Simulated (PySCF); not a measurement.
# ZnCl: bond curves at several levels of theory

One table from this session's results is given with a row withheld; the runs are named, their logs left out.

Program: PySCF 2.14.0. Level of theory: Zn def2-TZVPPD, Cl def2-TZVPPD, no relativity. These are calculated values, not measurements.

Set-up of the first run:

Settings of the job:

| Item | Value |
| --- | --- |
| atoms | Zn, Cl |
| charge | 0 |
| basis | Zn def2-TZVPPD, Cl def2-TZVPPD |
| Hamiltonian | no relativity |
| basis functions | 118 |
| electrons treated | 47 |
| masses in u | 63.9291, 34.9689 |
| levels | PBE0, PBE, r²SCAN, MN15, BHandHLYP, M06-L, B97-3, BP86, ωB97X, HF, MP2, SCS-MP2 |
| grid | 80 radial by 434 angular points |
| occupations | held fixed by the projection of orbital angular momentum |
| dissociation limit | Zn + Cl, each in its ground configuration |
| starting distance in angstrom | 2.160 |
| values of 2S to try | 1, 3 |

Launch:

```
OMP_NUM_THREADS=2 python dia.py task.json out
```

Among the steps run: Set-up; PBE0 along the bond; Higher solutions at PBE0; PBE (GGA); r²SCAN (meta-GGA); MN15 (hybrid meta-GGA); BHandHLYP (global hybrid GGA); M06-L (meta-GGA); B97-3 (global hybrid GGA); BP86 (GGA); ωB97X; UHF (mean field).

One table of the session follows, with a row left open; its other results are not shown here.

Energy (eV) from each level's lowest point:

| R (Å) | UHF | UHF-MP2 | UHF-SCS-MP2 | PBE | BP86 |
| --- | --- | --- | --- | --- | --- |
| 1.863 | 1.045 | 0.749 | 0.829 | 0.846 | 0.855 |
| 1.949 | 0.487 | 0.305 | 0.356 | 0.378 | 0.385 |
| 2.036 | 0.171 | 0.076 | 0.104 | 0.123 | 0.127 |
| 2.101 | 0.049 | 0.006 | 0.019 | 0.030 | 0.032 |
| 2.166 | 0.000 | 0.000 | 0.000 | 0.000 | 0.000 |
| 2.231 | 0.008 | 0.042 | 0.031 | 0.016 | 0.014 |
| 2.318 | 0.082 | 0.153 | 0.129 | 0.087 | 0.083 |
| 2.426 | ? | ? | ? | ? | ? |
| 2.556 | 0.497 | 0.629 | 0.580 | 0.435 | 0.422 |
| 2.729 | 0.875 | 1.026 | 0.965 | 0.721 | 0.703 |

**Question.** Estimate the row for R (Å) = 2.426.

Worked estimate for «UHF». A straight line through the neighbours (2.318, 0.082) and (2.556, 0.497) gives 0.082 + (0.497 − 0.082) × (2.426 − 2.318) / (2.556 − 2.318) = 0.270; a parabola fitted to 4 rows on both sides gives 0.253.

The run gave: UHF: 0.243; UHF-MP2: 0.349; UHF-SCS-MP2: 0.312; PBE: 0.228; BP86: 0.220. In «UHF» the line misses by +0.027 and the parabola by +0.010.
